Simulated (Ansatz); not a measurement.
# GeH8OSi: a nudged elastic band in two tries

Wanted: a band of images between two relaxed ends, and a check that the input is sound.

Program: Ansatz 0.2.0. Level of theory: RKS r2SCANh-D4/def2-SVP. These are calculated values, not measurements.

### 1 Starting point

Bond lengths: Ge1–H2 1.532 Å, Ge1–H3 1.535 Å, Ge1–H4 1.528 Å, Ge1–H5 1.530 Å, O6–Si7 1.669 Å, Si7–H8 1.493 Å, Si7–H9 1.493 Å, Si7–H10 1.483 Å, O6–H11 0.961 Å. Angles: H2–Ge1–H3 108.4°, H2–Ge1–H4 110.2°, H2–Ge1–H5 109.6°, H3–Ge1–H4 109.3°, H3–Ge1–H5 108.8°, H4–Ge1–H5 110.5°, O6–Si7–H8 111.9°, O6–Si7–H9 111.2°, O6–Si7–H10 106.1°, H8–Si7–H9 107.9°, H8–Si7–H10 110.0°, H9–Si7–H10 109.6°, Si7–O6–H11 117.1°.

Structure file:

```xyz
11

Ge    0.4844    0.0587   -0.1537
H     0.3400   -0.5038    1.2642
H     1.9467   -0.1031   -0.5931
H     0.1116    1.5400   -0.1735
H    -0.4086   -0.7316   -1.1128
O    -2.5435    0.2599    0.8558
Si   -3.4121   -1.0137    0.2166
H    -2.6969   -2.3138    0.3838
H    -4.7497   -1.1375    0.8683
H    -3.5859   -0.7118   -1.2251
H    -2.3389    0.2239    1.7945
```

### 2 First try

input.yaml reads:

```yaml
crystal:
  periodic: [false, false, false]
  atoms:
    - { symbol: Ge, position_ang: [0.484395, 0.058749, -0.153682] }
    - { symbol: H, position_ang: [0.339979, -0.503816, 1.264249] }
    - { symbol: H, position_ang: [1.946672, -0.103072, -0.593079] }
    - { symbol: H, position_ang: [0.111562, 1.540008, -0.173542] }
    - { symbol: H, position_ang: [-0.408553, -0.731603, -1.112765] }
    - { symbol: O, position_ang: [-2.543488, 0.259875, 0.855843] }
    - { symbol: Si, position_ang: [-3.412128, -1.013727, 0.216574] }
    - { symbol: H, position_ang: [-2.696872, -2.313787, 0.383849] }
    - { symbol: H, position_ang: [-4.749711, -1.137515, 0.868286] }
    - { symbol: H, position_ang: [-3.585885, -0.711818, -1.225129] }
    - { symbol: H, position_ang: [-2.33887, 0.223905, 1.794494] }
basis:
  gaussian: { orbitals: def2-SVP }
hamiltonian:
  xc: r2scanh
  dispersion: d4
neb:
  order_check: false
  images: 7
  f_tol: 0.03
  max_iterations: 8
  final_atoms:
    - { symbol: Ge, position: [-0.07725375, -0.22056164, -0.69519922] }
    - { symbol: H, position: [-1.12811334, 0.82560186, 3.15365926] }
    - { symbol: H, position: [1.12421414, -0.29639147, 0.24674806] }
    - { symbol: H, position: [-0.32286459, 1.2108014, -1.19474443] }
    - { symbol: H, position: [0.06320759, -1.19196308, -1.87642902] }
    - { symbol: O, position: [-1.47883676, -0.72644566, 0.27715306] }
    - { symbol: Si, position: [-3.07930582, -1.03673869, -0.01538198] }
    - { symbol: H, position: [-3.23436713, -2.09199825, -1.06285285] }
    - { symbol: H, position: [-3.70025845, -1.50663903, 1.25200999] }
    - { symbol: H, position: [-3.78900837, 0.19170846, -0.48689877] }
    - { symbol: H, position: [-1.23031254, 0.4098251, 2.5270339] }
  initial_path: idpp
```

On the command line:

```sh
> ansatz run input.yaml --threads 4 --pin off --max-ram 5120MiB --backend cpu --events-out ev --progress --plain --runs-dir out
```

Before running it: what results should come out? Wanted: first try.

As calculated:

```
 quantity                                                                                                      value
first try                                                                                                    refused
    cause  the second end is typed under the key for fractional positions, which a molecule without a cell can't use
```

**Reading.** The fault in the first input was caught at the input check and cost nothing.
